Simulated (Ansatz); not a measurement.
# HfH2, space group I4/mmm: an equation of state with a fit

With the Ansatz DFT code, driven from Python.

Notebook, run cell by cell (the value of a cell's last expression is shown):

```python
import warnings

import ansatz as az
import numpy as np
from pymatgen.analysis.eos import EOS
```

```python
VECTORS = np.array([
    [-1.739, 1.739, 2.1805],
    [1.739, -1.739, 2.1805],
    [1.739, 1.739, -2.1805],
])
SITES = [
    ('Hf', (0.0, 0.0, 0.0)),
    ('H', (0.75, 0.25, 0.5)),
    ('H', (0.25, 0.75, 0.5)),
]
```

```python
def build(cell):
    crystal = az.Crystal(lattice=az.Lattice.of(cell))
    for symbol, position in SITES:
        crystal = crystal.atom(symbol, position)
    return crystal
```

```python
warnings.simplefilter('ignore', az.DeckWarning)
```

```python
# uniform scaling of the cell
volumes, energies = [], []
for scale in np.linspace(0.9, 1.1, 9):
    cell = VECTORS * scale ** (1 / 3)
    base = (
        build(cell).calculation()
        .scf(lower_state_search='light')
        .basis(500)
        .occupations(az.OccupationsMethod.GAUSSIAN, width=0.05)
        .functional('r2SCAN', dispersion='d3bjatm')
        .kpoints(12, 12, 12)  # sampling of the Brillouin zone
    )
    report = base.run(threads=1, pin='off').report
    volumes.append(abs(np.linalg.det(cell)) / len(SITES))
    energies.append(report['free_energy_ev'] / len(SITES))
    print(f'V = {volumes[-1]:8.4f} A^3/atom  F = {energies[-1]:.5f} eV/atom')

for form in ['murnaghan', 'birch_murnaghan', 'pourier_tarantola']:
    fit = EOS(eos_name=form).fit(volumes, energies)
    print(f'{form:18s} V0 {fit.v0:8.4f} A^3/atom  B0 {fit.b0_GPa:7.1f} GPa  B1 {fit.b1:5.2f}')
```

    V =   7.9129 A^3/atom  F = -5255.57868 eV/atom
    V =   8.1327 A^3/atom  F = -5255.59451 eV/atom
    V =   8.3525 A^3/atom  F = -5255.60322 eV/atom
    V =   8.5723 A^3/atom  F = -5255.60567 eV/atom
    V =   8.7921 A^3/atom  F = -5255.60259 eV/atom
    V =   9.0119 A^3/atom  F = -5255.59464 eV/atom
    V =   9.2317 A^3/atom  F = -5255.58238 eV/atom
    V =   9.4515 A^3/atom  F = -5255.56632 eV/atom
    V =   9.6713 A^3/atom  F = -5255.54691 eV/atom
    murnaghan          V0   8.5547 A^3/atom  B0   157.7 GPa  B1  3.97
    birch_murnaghan    V0   8.5553 A^3/atom  B0   158.1 GPa  B1  3.88
    pourier_tarantola  V0   8.5557 A^3/atom  B0   158.3 GPa  B1  3.82

A third-order Birch-Murnaghan fit through the 9 points has its minimum at 8.56 Å³ an atom, 2.7 % below the typed cell, with a bulk modulus of 158 GPa and dB/dP = 3.9. From that minimum the energy rises by 27.0 meV an atom on the compressed side and 58.8 meV on the expanded side.

Reading the output:
- The settings weren't tested for convergence.
- Shape and fractional positions are held along the curve, so the bulk modulus is an upper value where they are free to relax, by a factor of two or more in layered or hydrogen-bonded cells.
- Dispersion corrections can be off by several per cent in the lattices of metals, and by several GPa in the pressure at a fixed cell.
- Spin-orbit coupling, which matters for elements this heavy, is left out.
- The structure is a deposited one; some such entries were measured under pressure or heat, so a shift against it needn't be the functional's error alone.
- Finished in 64 s on 1 thread of Arm Neoverse V2, on a shared host, peak memory 0.55 GiB.
